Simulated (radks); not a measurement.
**Valence configurations of Cu²⁺**

An exercise on one series of results from a longer session: the logs are not shown, and one member is left open.

Program: radks (a radial shooting solver on a logarithmic mesh, Libxc functionals) version 1. Level of theory: non-relativistic Kohn-Sham, BLYP, spin-polarised, spherical densities, point nucleus; open shells are filled with parallel spins first. These are calculated values, not measurements, unless marked.

**Starting point**

```
element       : copper (Z = 29)
charge        : +2
electrons     : 27
configuration : [Ar] 3d9
others tried  : 3d8 4p1; 3d8 4s1; 3d8.5 4p0.5; 3d7.5 4p1.5; 3d8 4s0.5 4p0.5; 3d8.5 4s0.5; 3d7.5 4s1.5
```

The outer shells:

Cu²⁺
```
[Ar] core
3d [↑↓][↑↓][↑↓][↑↓][↑ ]
```

Set-up of the first run:

The run's settings:

```text
Z 29
configuration [Ar] 3d9
relativity non-relativistic
functional b88,lyp
spin polarised
nucleus point
```

Among the steps run: [Ar] 3d9.

One of the session's tables, all rows but one given; the rest of the session is left out.

It belongs to the step «[Ar] 3d9». Radial moments (bohr):

```
  level     <r>  outermost maximum (interpolated)  90 % within  nodes
  2p up  0.2078                             0.159        0.339      0
2p down  0.2077                             0.159        0.339      0
  3s up  0.7197                             0.621         1.08      2
3s down       ?                                 ?            ?      ?
  3p up  0.7486                             0.622         1.16      1
3p down  0.7500                             0.622         1.16      1
  3d up  0.9152                             0.593         1.59      0
3d down  0.9260                             0.595         1.62      0
```

Q: Estimate the row for 3s down from the others.

**Answer.** <r>: 0.7205; outermost maximum (interpolated): 0.621; 90 % within: 1.08; nodes: 2. In the column «<r>» it lies between 3s up (0.7197) and 3p up (0.7486).
